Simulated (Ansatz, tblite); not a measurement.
# The cluster PAu8−: rung by rung

An exercise on one series of results from a longer session: the logs are not shown, and one member is left open.

Program: Ansatz 0.2.0, Gaussian basis. Level of theory: as each input shows. These are calculated values, not measurements.

The runs, in order: GFN1-xTB, PBE-D4/def2-SVP, r2SCAN-D4/def2-SVP, HF/def2-SVP, BHLYP-D4/def2-SVP, LDA/def2-SVP, RPA/def2-SVPD.

3 further runs of the same task are left out: 2 that didn't finish, 1 set aside as unsound or not needed.

## The relaxed structure

The singlet was relaxed beforehand with PBE0-D4/def2-SVPD. At that level it is the lowest of the isomers that a small search found.

9 atoms, charge -1, spin multiplicity 1.

Bond lengths: P1–Au2 2.391 Å, P1–Au4 2.296 Å, P1–Au7 2.392 Å, P1–Au9 2.367 Å, Au2–Au8 2.716 Å, Au3–Au6 2.787 Å, Au3–Au8 2.732 Å, Au3–Au9 2.745 Å, Au5–Au6 2.732 Å, Au5–Au7 2.715 Å, Au5–Au9 2.753 Å, Au6–Au9 2.745 Å, Au8–Au9 2.753 Å. Angles: Au2–P1–Au4 91.2°, Au2–P1–Au7 164.0°, Au2–P1–Au9 97.9°, Au4–P1–Au7 91.1°, Au4–P1–Au9 89.9°, Au7–P1–Au9 98.0°, P1–Au2–Au8 90.3°, Au6–Au3–Au8 119.8°, Au6–Au3–Au9 59.5°, Au8–Au3–Au9 60.4°, Au6–Au5–Au7 142.1°, Au6–Au5–Au9 60.1°, Au7–Au5–Au9 82.1°, Au3–Au6–Au5 119.8°, Au3–Au6–Au9 59.5°, Au5–Au6–Au9 60.4°, P1–Au7–Au5 90.1°, Au2–Au8–Au3 142.0° and more.

As a file:

```csv
atom,x (Å),y (Å),z (Å)
P1,-0.2070,-2.2635,-1.6796
Au2,-1.5716,-0.3081,-1.4994
Au3,2.5845,0.2898,1.4843
Au4,0.9209,-1.3712,-3.4694
Au5,2.7623,-4.0171,-0.5699
Au6,3.8743,-2.1482,1.0833
Au7,0.6231,-4.4489,-2.1853
Au8,0.2143,0.7953,0.2237
Au9,1.5406,-1.5717,-0.2413
```

Au takes a core potential in the def2 sets. No spin-orbit coupling is included. The ion is computed in the gas phase, without counter-ions or solvent.

PBE0-D4/def2-SVP was run before; its log isn't repeated, and its numbers join the tables.

Set-up of the first run:

Tight binding, by tblite at 300 K electronic temperature and without a spin-polarisation term:

```python
tblite.interface.Calculator('GFN1-xTB', numbers, positions, charge=-1, uhf=0).singlepoint()
```

start.molden holds the orbitals of an earlier run on this state, given as this run's starting guess.

Contents of in.yaml:

```yaml
crystal:
  periodic: [false, false, false]
  atoms:
    - {symbol: P, position_ang: [-0.206992, -2.263467, -1.679609]}
    - {symbol: Au, position_ang: [-1.571555, -0.308131, -1.499436]}
    - {symbol: Au, position_ang: [2.584503, 0.289751, 1.484250]}
    - {symbol: Au, position_ang: [0.920872, -1.371221, -3.469440]}
    - {symbol: Au, position_ang: [2.762281, -4.017098, -0.569882]}
    - {symbol: Au, position_ang: [3.874287, -2.148205, 1.083348]}
    - {symbol: Au, position_ang: [0.623067, -4.448892, -2.185271]}
    - {symbol: Au, position_ang: [0.214285, 0.795310, 0.223677]}
    - {symbol: Au, position_ang: [1.540552, -1.571746, -0.241338]}
basis:
  gaussian: {orbitals: def2-SVP, initial_orbitals: start.molden}
total_charge: -1
hamiltonian: {xc: pbe, dispersion: d4}
scf: {omitted_lower_state_checks: [starts]}
output: {forces: true, orbitals: {seedname: orbitals}}
```

Launch:

```
$ ansatz run in.yaml --threads 4 --pin off --events-out ev --progress --plain --max-ram 4787MiB
```

Steps of the session up to this table: PBE-D4/def2-SVP; r2SCAN-D4/def2-SVP; HF/def2-SVP; BHLYP-D4/def2-SVP; LDA/def2-SVP; RPA/def2-SVPD.

One of the session's tables, all rows but one given; the rest of the session is left out.

It belongs to the step «Levels side by side». 

```
             level  HOMO (eV)  LUMO (eV)  gap (eV)
       HF/def2-SVP      -2.28       2.79      5.07
      LDA/def2-SVP      -2.12      -0.63      1.49
   PBE-D4/def2-SVP      -1.78      -0.27      1.51
r2SCAN-D4/def2-SVP          ?          ?         ?
  PBE0-D4/def2-SVP      -2.25       0.36      2.61
 BHLYP-D4/def2-SVP      -2.51       1.04      3.55
```

**Question.** Estimate the row for r2SCAN-D4/def2-SVP.

The run gave: HOMO (eV): -1.84; LUMO (eV): -0.19; gap (eV): 1.65. In the column «HOMO (eV)» it lies between LDA/def2-SVP (-2.12) and PBE-D4/def2-SVP (-1.78).
